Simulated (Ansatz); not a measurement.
# C₂H₂₄Si₉: single points with varied inputs

How do the results and run time of C₂H₂₄Si₉ respond when the settings are drawn wide?

Program: Ansatz 0.2.0, Gaussian basis. Level of theory: the settings change from run to run. These are calculated values, not measurements.

4 further runs of the same task are left out: 4 that didn't finish.

**1. The molecule**

The structure was relaxed beforehand with r2SCAN-D4/def2-SVP.

SMILES `C[SiH2][SiH2][SiH2][SiH2][SiH2][SiH2][SiH2][SiH2][SiH2]C`, 35 atoms, charge 0, spin multiplicity 1.

Atoms are counted from 1 here; the program's logs count them from 0.

Bond lengths: C1–Si2 1.887 Å, C1–H12 1.102 Å, C1–H13 1.102 Å, C1–H14 1.102 Å, Si2–Si3 2.350 Å, Si2–H15 1.499 Å, Si2–H16 1.497 Å, Si3–Si4 2.350 Å, Si3–H17 1.498 Å, Si3–H18 1.499 Å, Si4–Si5 2.350 Å, Si4–H19 1.498 Å, Si4–H20 1.499 Å, Si5–Si6 2.351 Å, Si5–H21 1.499 Å, Si5–H22 1.500 Å, Si6–Si7 2.350 Å, Si6–H23 1.498 Å and more. Angles: Si2–C1–H12 110.8°, Si2–C1–H13 111.1°, Si2–C1–H14 110.8°, H12–C1–H13 108.0°, H12–C1–H14 108.0°, H13–C1–H14 107.9°, C1–Si2–Si3 109.8°, C1–Si2–H15 110.1°, C1–Si2–H16 110.6°, Si3–Si2–H15 108.1°, Si3–Si2–H16 110.5°, H15–Si2–H16 107.6°, Si2–Si3–Si4 107.3°, Si2–Si3–H17 111.1°, Si2–Si3–H18 110.7°, Si4–Si3–H17 109.1°, Si4–Si3–H18 110.3°, H17–Si3–H18 108.2° and more.

Geometry (Å):

```mol
C2H24Si9
  3D, bonds by distance, orders not assigned

 35 34  0  0  0  0  0  0  0  0999 V2000
   -5.6932    0.8464   -0.4242 C   0  0
   -4.5127    0.5005   -1.8557 Si  0  0
   -3.6757   -1.6893   -1.6868 Si  0  0
   -2.8014   -1.9389    0.4799 Si  0  0
   -1.3891   -0.1040    0.8786 Si  0  0
    0.1503    0.1076   -0.8857 Si  0  0
    1.6268    1.8765   -0.4256 Si  0  0
    2.4235    1.5644    1.7647 Si  0  0
    3.1237   -0.6725    1.9319 Si  0  0
    4.6502   -1.0521    0.1845 Si  0  0
    5.9996    0.2669    0.2088 C   0  0
   -6.5483    0.1515   -0.4446 H   0  0
   -6.0888    1.8737   -0.4748 H   0  0
   -5.1802    0.7276    0.5439 H   0  0
   -3.3515    1.4472   -1.8075 H   0  0
   -5.2040    0.6977   -3.1693 H   0  0
   -2.5862   -1.9302   -2.6868 H   0  0
   -4.7632   -2.6931   -1.9279 H   0  0
   -2.0194   -3.2080    0.6234 H   0  0
   -3.9221   -1.9613    1.4759 H   0  0
   -0.6509   -0.2517    2.1748 H   0  0
   -2.2099    1.1493    0.9587 H   0  0
   -0.5873    0.3252   -2.1714 H   0  0
    0.9239   -1.1708   -1.0027 H   0  0
    0.9016    3.1805   -0.5573 H   0  0
    2.7790    1.8775   -1.3843 H   0  0
    1.3400    1.8918    2.7451 H   0  0
    3.5870    2.4709    2.0336 H   0  0
    3.7627   -0.9263    3.2636 H   0  0
    1.9333   -1.5737    1.8051 H   0  0
    3.8961   -0.9915   -1.1093 H   0  0
    5.2463   -2.4211    0.2991 H   0  0
    6.7207    0.1117   -0.6100 H   0  0
    6.5547    0.2450    1.1606 H   0  0
    5.5646    1.2726    0.0919 H   0  0
  1  2  8  0
  1 12  8  0
  1 13  8  0
  1 14  8  0
  2  3  8  0
  2 15  8  0
  2 16  8  0
  3  4  8  0
  3 17  8  0
  3 18  8  0
  4  5  8  0
  4 19  8  0
  4 20  8  0
  5  6  8  0
  5 21  8  0
  5 22  8  0
  6  7  8  0
  6 23  8  0
  6 24  8  0
  7  8  8  0
  7 25  8  0
  7 26  8  0
  8  9  8  0
  8 27  8  0
  8 28  8  0
  9 10  8  0
  9 29  8  0
  9 30  8  0
 10 11  8  0
 10 31  8  0
 10 32  8  0
 11 33  8  0
 11 34  8  0
 11 35  8  0
M  END
```

**2. wB97X/STO-3G**

Input file in.yaml:

```yaml
crystal:
  periodic: [false, false, false]
  atoms:
    - {symbol: C, position_ang: [-5.693193, 0.846357, -0.424200]}
    - {symbol: Si, position_ang: [-4.512736, 0.500525, -1.855706]}
    - {symbol: Si, position_ang: [-3.675659, -1.689341, -1.686833]}
    - {symbol: Si, position_ang: [-2.801445, -1.938854, 0.479916]}
    - {symbol: Si, position_ang: [-1.389113, -0.103993, 0.878555]}
    - {symbol: Si, position_ang: [0.150266, 0.107627, -0.885686]}
    - {symbol: Si, position_ang: [1.626756, 1.876547, -0.425557]}
    - {symbol: Si, position_ang: [2.423543, 1.564387, 1.764746]}
    - {symbol: Si, position_ang: [3.123657, -0.672483, 1.931893]}
    - {symbol: Si, position_ang: [4.650197, -1.052068, 0.184451]}
    - {symbol: C, position_ang: [5.999596, 0.266926, 0.208807]}
    - {symbol: H, position_ang: [-6.548280, 0.151468, -0.444586]}
    - {symbol: H, position_ang: [-6.088772, 1.873740, -0.474754]}
    - {symbol: H, position_ang: [-5.180246, 0.727600, 0.543885]}
    - {symbol: H, position_ang: [-3.351514, 1.447242, -1.807538]}
    - {symbol: H, position_ang: [-5.203959, 0.697667, -3.169319]}
    - {symbol: H, position_ang: [-2.586222, -1.930249, -2.686777]}
    - {symbol: H, position_ang: [-4.763207, -2.693088, -1.927914]}
    - {symbol: H, position_ang: [-2.019382, -3.207979, 0.623411]}
    - {symbol: H, position_ang: [-3.922113, -1.961316, 1.475853]}
    - {symbol: H, position_ang: [-0.650897, -0.251662, 2.174796]}
    - {symbol: H, position_ang: [-2.209866, 1.149327, 0.958665]}
    - {symbol: H, position_ang: [-0.587279, 0.325154, -2.171374]}
    - {symbol: H, position_ang: [0.923879, -1.170822, -1.002680]}
    - {symbol: H, position_ang: [0.901617, 3.180488, -0.557321]}
    - {symbol: H, position_ang: [2.778960, 1.877471, -1.384348]}
    - {symbol: H, position_ang: [1.339956, 1.891807, 2.745110]}
    - {symbol: H, position_ang: [3.587030, 2.470898, 2.033619]}
    - {symbol: H, position_ang: [3.762747, -0.926310, 3.263604]}
    - {symbol: H, position_ang: [1.933277, -1.573737, 1.805068]}
    - {symbol: H, position_ang: [3.896113, -0.991481, -1.109348]}
    - {symbol: H, position_ang: [5.246347, -2.421118, 0.299073]}
    - {symbol: H, position_ang: [6.720692, 0.111674, -0.609974]}
    - {symbol: H, position_ang: [6.554654, 0.245036, 1.160598]}
    - {symbol: H, position_ang: [5.564584, 1.272583, 0.091856]}
basis:
  gaussian: {orbitals: STO-3G}
hamiltonian: {xc: {name: wB97X}}
scf: {omitted_lower_state_checks: [starts]}
```

The run is started by

```
> ansatz run in.yaml --threads 4 --pin off --events-out ev --progress --plain --max-ram 6963MiB
```

What it wrote:

```text
Functional definition: wB97X
  name "wB97X"
  cite "Chai & Head-Gordon, J. Chem. Phys. 128, 084106 (2008) doi:10.1063/1.2834918"
  cite "Becke, J. Chem. Phys. 107, 8554 (1997) doi:10.1063/1.475007"
  parameter omega = 0.3/bohr
  parameter cx = 0.157706
  parameter cx1 = 0.726479
  parameter cx2 = 1.04760
  parameter cx3 = -5.70635
  parameter cx4 = 13.2794
  parameter css1 = -4.33879
  parameter css2 = 18.2308
  parameter css3 = -31.7430
  parameter css4 = 17.2901
  parameter cos1 = 2.37031
  parameter cos2 = -11.3995
  parameter cos3 = 6.58405
  parameter cos4 = -3.78132
  # The coefficients of nought are those of the uniform gas.
  exchange = spin_sum(e_x_unif_sr(omega)*poly(b97_u_x, 1 - cx, cx1, cx2, cx3, cx4)) + cx*exact_x_sr(omega)
      + exact_x_lr(omega)
  correlation = spin_sum(e_c_pw_same_spin*poly(b97_u_same, 1, css1, css2, css3, css4))
      + integral(e_c_pw_opposite_spin*poly(b97_u_opposite, 1, cos1, cos2, cos3, cos4))
these checks for a lower state are left out or cut short: starts
1335 factors; integrals over basis functions are off by at most 4.7e-5 eV
634 factors; integrals over basis functions are off by at most 1.8e-6 eV
mean field evaluation 1: about -72515.4560 eV, gradient 2.5e1 eV
mean field evaluation 2: about -72518.0280 eV, gradient 8.3e0 eV
mean field evaluation 4: about -72518.2903 eV, gradient 2.0e-1 eV
mean field evaluation 8: about -72518.1204 eV, gradient 1.4e-3 eV
mean field -72518.12042260 eV, -2664.9917709830 hartree, gradient 9.6e-6 eV, S^2 0.000000; 0 other end points of the search recorded, 0 dependent functions left out
reference -72518.12037460 eV, -2664.9917692191 hartree; 81, 81 occupied and 34, 34 virtual orbitals, 1335 factors
Total energy: -72518.12037460 eV, -2664.9917692191 hartree
Checks for a lower state left out: starts
```

Run time: 16 s. Hardware: 4 threads of Intel Xeon at 2.50GHz, shared host.

**3. BLYP/6-31++G****

in.yaml: that of step 2 with these lines changed.

```diff
@@ -39,4 +39,4 @@
 basis:
-  gaussian: {orbitals: STO-3G}
-hamiltonian: {xc: {name: wB97X}}
+  gaussian: {orbitals: "6-31++G**"}
+hamiltonian: {xc: {name: BLYP}}
 scf: {omitted_lower_state_checks: [starts]}
```

The command is unchanged.

What it wrote, shortened:

```text
Functional definition: BLYP
  name "BLYP"
  cite "Becke, Phys. Rev. A 38, 3098 (1988) doi:10.1103/PhysRevA.38.3098"
  cite "Lee, Yang & Parr, Phys. Rev. B 37, 785 (1988) doi:10.1103/PhysRevB.37.785"
[...]
3981 factors; their error is unknown
[...]
mean field -73356.91675077 eV, -2695.8169674867 hartree, gradient 3.6e-5 eV, S^2 0.000000; 0 other end points of the search recorded, 0 dependent functions left out
reference -73356.91767825 eV, -2695.8170015711 hartree; 81, 81 occupied and 308, 308 virtual orbitals, 3981 factors
Total energy: -73356.91767825 eV, -2695.8170015711 hartree
Checks for a lower state left out: starts
```

Run time: 36 s. Hardware: 4 threads of Intel Xeon at 2.50GHz, shared host; peak memory 1.3 GiB.

**4. B97/def2-mTZVPP**

in.yaml: that of step 3 with these lines changed.

```diff
@@ -39,4 +39,4 @@
 basis:
-  gaussian: {orbitals: "6-31++G**"}
-hamiltonian: {xc: {name: BLYP}}
+  gaussian: {orbitals: def2-mTZVPP}
+hamiltonian: {xc: {name: B97}}
 scf: {omitted_lower_state_checks: [starts]}
```

Same command.

What it wrote, shortened:

```text
Functional definition: B97
  name "B97"
  cite "Becke, J. Chem. Phys. 107, 8554 (1997) doi:10.1063/1.475007"
[...]
      + integral(e_c_pw_opposite_spin*poly(b97_u_opposite, cos0, cos1, cos2))
[...]
4001 factors; their error is unknown
[...]
mean field -73356.55495025 eV, -2695.8036715630 hartree, gradient 2.8e-5 eV, S^2 0.000000; 0 other end points of the search recorded, 0 dependent functions left out
reference -73356.55501113 eV, -2695.8036738003 hartree; 81, 81 occupied and 320, 320 virtual orbitals, 4001 factors
Total energy: -73356.55501113 eV, -2695.8036738003 hartree
Checks for a lower state left out: starts
```

Wall time 84 s (4 threads of Intel Xeon at 2.50GHz, shared host); peak memory 2.1 GiB.

**5. RPA/6-31++G****

This run has finite nuclei, correlated electrons set to all.

in.yaml: that of step 4 with these lines changed.

```diff
@@ -39,4 +39,5 @@
 basis:
-  gaussian: {orbitals: def2-mTZVPP}
-hamiltonian: {xc: {name: B97}}
+  gaussian: {orbitals: "6-31++G**", nuclear_model: gaussian}
+hamiltonian: {xc: {name: PBE0}}
+correlation: {method: rpa, electrons: all}
 scf: {omitted_lower_state_checks: [starts]}
```

Same command.

What it wrote, shortened:

```text
Functional definition: PBE0
  name "PBE0"
  cite "Adamo & Barone, J. Chem. Phys. 110, 6158 (1999) doi:10.1063/1.478522"
  cite "Perdew, Burke & Ernzerhof, Phys. Rev. Lett. 77, 3865 (1996) doi:10.1103/PhysRevLett.77.3865"
  parent pbe
[...]
3409 factors; integrals over basis functions are off by at most 1.3e-3 eV
[...]
mean field -73328.77975627 eV, -2694.7829520109 hartree, gradient 8.6e-6 eV, S^2 0.000000; 0 other end points of the search recorded, 0 dependent functions left out
reference -73196.69995762 eV, -2689.9291089375 hartree; 81, 81 occupied and 308, 308 virtual orbitals, 3409 factors
Total energy: -73257.04366424 eV, -2692.1466992531 hartree
Checks for a lower state left out: starts
```

Wall time 2.4 min (4 threads of Intel Xeon at 2.50GHz, shared host); peak memory 2.6 GiB.

**6. All runs side by side**

```
          level  charge  multiplicity  geometry  functions  energy (eV)     time
   wB97X/STO-3G       0             1   relaxed        115   -72518.120     16 s
 BLYP/6-31++G**       0             1   relaxed        389   -73356.918     36 s
B97/def2-mTZVPP       0             1   relaxed        401   -73356.555     84 s
  RPA/6-31++G**       0             1   relaxed        389   -73257.044  2.4 min
```

**7. Results**

```
                                         quantity                   value
                                             runs                       4
                                         quickest      wB97X/STO-3G, 16 s
                                          slowest  RPA/6-31++G**, 2.4 min
spread of total energies, same state and geometry                838.8 eV
```

Run time spans a factor of 9, from wB97X/STO-3G to RPA/6-31++G**. The jobs differ in tasks and options as well as level. Total energies at one charge and spin differ by 839 eV between levels, so only differences within one level mean anything.
